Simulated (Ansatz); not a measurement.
# CoN: the cost of one run

Computed with Ansatz 0.2.0, Gaussian basis. Level: def2-TZVPP, core rule «outside noble gas», up to 10 orbitals frozen.

To be run: UHF; ROHF; CCSD(T) on UHF.

2 further runs of the same task are left out: 2 set aside as unsound or not needed.

## Step 1: What is computed

The geometry is a PBE0/def2-TZVP stationary point (not a proven minimum) of the parent state, kept for this charge and spin.

2 atoms, charge 0, spin multiplicity 5.

Atoms are counted from 1 here; the program's logs count them from 0.

Bond lengths: Co1–N2 1.662 Å.

## Step 2: UHF

Contents of in.yaml:

```yaml
crystal:
  periodic: [false, false, false]
  atoms:
    - {symbol: Co, position_ang: [0.000000, 0.000000, 0.000000]}
    - {symbol: N, position_ang: [0.000000, 0.000000, 1.662400]}
basis:
  gaussian: {orbitals: def2-TZVPP}
magnetization: {spin_polarized: true, initial_magnetization: 4}
hamiltonian: {xc: hf}
output: {orbitals: {seedname: orbitals}}
```

Started as:

```
$ ansatz run in.yaml --threads 1 --pin off --events-out ev --progress --plain --max-ram 2560MiB --backend cpu
```

What time and memory should one allow on 1 thread of AMD EPYC 7R13, shared host?

About 16 s, with a peak of 0.27 GiB.
